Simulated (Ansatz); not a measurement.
# C4H4Se: geometry at several levels

An exercise on one series of results from a longer session: the logs are not shown, and one member is left open.

Program: Ansatz 0.2.0. Level of theory: the levels named in each step. These are calculated values, not measurements.

**Starting point**

Bond lengths: C1–C2 1.416 Å, C2–C3 1.357 Å, C3–Se4 1.854 Å, C1–C5 1.357 Å, Se4–C5 1.854 Å, C1–H6 1.077 Å, C2–H7 1.077 Å, C3–H8 1.075 Å, C5–H9 1.075 Å. Angles: C1–C2–C3 114.5°, C1–C2–H7 122.6°, C3–C2–H7 122.9°, C2–C1–C5 114.5°, C2–C1–H6 122.6°, C5–C1–H6 122.9°, C2–C3–Se4 112.2°, C2–C3–H8 126.8°, Se4–C3–H8 121.0°, C3–Se4–C5 86.5°, C1–C5–Se4 112.2°, C1–C5–H9 126.8°, Se4–C5–H9 121.0°.

As a file:

```xyz
9

C     0.5150   -1.8108   -0.4112
C    -0.8927   -1.6544   -0.4236
C    -1.3216   -0.3988   -0.1412
Se    0.0834    0.7659    0.1844
C     1.2041   -0.6795   -0.1186
H     0.9955   -2.7521   -0.6183
H    -1.5644   -2.4681   -0.6393
H    -2.3413   -0.0609   -0.0974
H     2.2722   -0.5738   -0.0556
```

Set-up of the first run:

Input file input.yaml:

```yaml
crystal:
  periodic: [false, false, false]
  atoms:
    - { symbol: C, position_ang: [0.51498, -1.81079, -0.41121] }
    - { symbol: C, position_ang: [-0.89265, -1.65439, -0.42358] }
    - { symbol: C, position_ang: [-1.32163, -0.39876, -0.14118] }
    - { symbol: Se, position_ang: [0.08341, 0.76587, 0.18442] }
    - { symbol: C, position_ang: [1.20411, -0.67948, -0.11858] }
    - { symbol: H, position_ang: [0.99551, -2.75212, -0.61832] }
    - { symbol: H, position_ang: [-1.56444, -2.46807, -0.63927] }
    - { symbol: H, position_ang: [-2.34135, -0.06092, -0.09736] }
    - { symbol: H, position_ang: [2.27217, -0.57381, -0.05556] }
basis:
  gaussian: { orbitals: def2-SVP }
hamiltonian:
  xc: pbe
  dispersion: d4
relax:
  f_tol: 0.03
  max_steps: 200
```

Launch:

```sh
$ ansatz run input.yaml --threads 4 --pin off --max-ram 10240MiB --backend cpu --events-out ev --progress --plain --runs-dir out
```

Steps of the session up to this table: A rough first relaxation, PBE-D4/def2-SVP; Relaxation, HF/STO-3G; Relaxation, HF/def2-SVP; Relaxation, LDA/def2-SVP; Relaxation, PBE-D4/def2-SVP.

One of the session's tables, all rows but one given; the rest of the session is left out.

It belongs to the step «Geometries side by side». 

| level | C1–C2 (Å) | C1–C5 (Å) | C2–C3 (Å) | dipole (D) |
| --- | --- | --- | --- | --- |
| HF/STO-3G | ? | ? | ? | ? |
| HF/def2-SVP | 1.4433 | 1.3461 | 1.3461 | 0.67 |
| LDA/def2-SVP | 1.4215 | 1.3706 | 1.3706 | 0.15 |
| PBE-D4/def2-SVP | 1.4341 | 1.3777 | 1.3777 | 0.16 |

Q: Estimate the row for HF/STO-3G from the others.

As computed: C1–C2 (Å): 1.4616; C1–C5 (Å): 1.3309; C2–C3 (Å): 1.3309; dipole (D): 0.57. In the column «C1–C2 (Å)» it is the highest.
